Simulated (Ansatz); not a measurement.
Wanted: the native input for an Ansatz 0.2.0 run.

```yaml
Task: band structure
Functional: RPBE
Potentials_or_basis: Ansatz PAW
Cutoff: "420 eV (not typed: the program's choice for these potentials)"
k_mesh: 7 × 7 × 7
Occupations: fermi-dirac, width 0.05 eV
Spin: no spin polarisation
Path: "[[\"G\", \"X\", \"M\", \"G\", \"R\", \"X\"], [\"M\", \"R\"]]"
Points_for_each_segment_of_the_path: 14
```

TaTl:

```
CELL_PARAMETERS angstrom
3.62212 0.00000 0.00000
0.00000 3.62212 0.00000
0.00000 0.00000 3.62212
ATOMIC_POSITIONS crystal
Ta 0.00000 0.00000 0.00000
Tl 0.50000 0.50000 0.50000
```

The cell was built by a generator and needn't be a form met in nature.

These files were run (other wordings do the same):

input.yaml

```yaml
crystal:
  lattice:
    - [3.62212054, 0.0, 0.0]
    - [0.0, 3.62212054, 0.0]
    - [0.0, 0.0, 3.62212054]
  atoms:
    - { symbol: Ta, position: [0.0, 0.0, 0.0] }
    - { symbol: Tl, position: [0.5, 0.5, 0.5] }
hamiltonian:
  xc: rpbe
  pseudopotentials: { kind: paw }
kpoints:
  mp_grid: { grid: [7, 7, 7] }
  band_path:
    path:
      - [[0.0, 0.0, 0.0], [0.0, 0.5, 0.0], [0.5, 0.5, 0.0], [0.0, 0.0, 0.0], [0.5, 0.5, 0.5], [0.0, 0.5, 0.0]]
      - [[0.5, 0.5, 0.0], [0.5, 0.5, 0.5]]
    npoints: 14
scf:
  occupations: { method: fermi_dirac, width: 0.05 }
  n_extra_bands: 6
output:
  forces: true
  stress: true
  eigenvalues: true
  fatbands: false
```

Potentials or basis: Ansatz PAW.

Launch:

```bash
$ ansatz run input.yaml --threads 2 --pin off --max-ram 5632MiB --backend cpu --events-out ev --progress --plain --runs-dir out
```

Results of the run:

The pressure is -11.3 GPa. The band gap on the k mesh is none (metal or under the smearing width).

Caveat: spin-orbit coupling is left out, which moves the levels of the heavy elements; the PAW data sets come from PBE, with cores solved anew for the run's functional, which leaves a small shift of forces and pressure.

It took 1.5 s on 2 threads of Arm Neoverse V1 (shared host), peak memory 0.3 GiB.
